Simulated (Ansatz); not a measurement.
LiY3 in Ansatz: the effect of Hubbard term

LiY3:

```
CELL_PARAMETERS angstrom
-2.36719 2.36719 5.32664
2.36719 -2.36719 5.32664
2.36719 2.36719 -5.32664
ATOMIC_POSITIONS crystal
Y 0.50000 0.50000 0.00000
Y 0.25000 0.75000 0.50000
Y 0.75000 0.25000 0.50000
Li 0.00000 0.00000 0.00000
```

The cell comes from a database or a generator and needn't be the stable form of this composition.

Alike in all runs:

- Program: Ansatz 0.2.0
- Task: single point
- Functional: PBE
- Potentials or basis: Ansatz PAW
- Cutoff: 420 eV (not typed: the program's choice for these potentials)
- k mesh: 6 × 6 × 6
- Occupations: fermi-dirac, width 0.05 eV
- Spin: no spin polarisation
- Hubbard projectors: ortho-atomic (the default)
- Double counting: fll (the default)

```csv
Hubbard term,pressure (GPa)
none,?
Y d U = 2 eV,2.7
Y d U = 3 eV,4.2
Y d U = 4 eV,5.8
Y d U = 5 eV,7.5
Y d U = 6 eV,9.2
Y d U = 8 eV,12.9
```

Q: What does the run with Hubbard term none give?

A: Pressure 0.0 GPa.

Worked out: A parabola through the other rows of the pressure, of slope 1.34 GPa per eV there, extrapolates to -0.1 GPa, against the run's 0.0.

Caveats: U without spin polarisation on a metal has little footing (some runs); the U is typed as a test and isn't derived for this compound (some runs).
